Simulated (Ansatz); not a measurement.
# ClF2H3NOZr: the cost of one run

Program: Ansatz 0.2.0. Level of theory: UHF/def2-SVP. These are calculated values, not measurements.

### 1 The system as given

Bond lengths: Zr1–F2 2.230 Å, Zr1–N3 2.210 Å, N3–H4 1.060 Å, N3–H5 1.060 Å, Zr1–O6 2.069 Å, O6–H7 1.010 Å, Zr1–Cl8 2.518 Å. Angles: F2–Zr1–N3 109.4°, F2–Zr1–O6 109.5°, F2–Zr1–Cl8 109.5°, N3–Zr1–O6 109.5°, N3–Zr1–Cl8 109.5°, O6–Zr1–Cl8 109.5°, Zr1–N3–H4 120.0°, Zr1–N3–H5 120.0°, H4–N3–H5 120.0°, Zr1–O6–H7 109.5°.

Structure file:

```xyz
9

Zr    0.0000    0.0000    0.0000
F     0.0000    0.0000    2.2300
N     2.0840    0.0000   -0.7359
H     2.5823   -0.9180   -0.9166
H     2.5853    0.9180   -0.9082
O    -0.9750    1.6891   -0.6893
H    -1.9328    1.4584   -0.9117
Cl   -1.1869   -2.0563   -0.8392
F     0.0000    0.0000    3.6700
```

### 2 Pulling towards end A

Springs on the bonds that form and break draw the guess towards this end; the thresholds are loose.

File input.yaml:

```yaml
crystal:
  periodic: [false, false, false]
  atoms:
    - { symbol: Zr, position_ang: [0.0, 0.0, 0.0] }
    - { symbol: F, position_ang: [0.0, 0.0, 2.23] }
    - { symbol: "N", position_ang: [2.084, 0.0, -0.7359] }
    - { symbol: H, position_ang: [2.5823, -0.918, -0.9166] }
    - { symbol: H, position_ang: [2.5853, 0.918, -0.9082] }
    - { symbol: O, position_ang: [-0.975, 1.6891, -0.6893] }
    - { symbol: H, position_ang: [-1.9328, 1.4584, -0.9117] }
    - { symbol: Cl, position_ang: [-1.1869, -2.0563, -0.8392] }
    - { symbol: F, position_ang: [0.0, 0.0, 3.67] }
magnetization:
  spin_polarized: true
  initial_magnetization: 1
basis:
  gaussian: { orbitals: def2-SVP }
hamiltonian:
  xc: hf
relax:
  f_tol: 0.15
  max_steps: 25
  restrain:
    - { distance: [1, 8], at: 2.34, k: 30.0 }
    - { distance: [0, 1], at: 1.98, k: 30.0 }
```

Launch:

```console
$ ansatz run input.yaml --threads 4 --pin off --max-ram 5120MiB --backend cpu --events-out ev --progress --plain --runs-dir out
```

What time and memory should one allow on 4 threads of AMD EPYC 9R45 (Zen 5), shared host?

About 20 s, with a peak of 0.41 GiB.
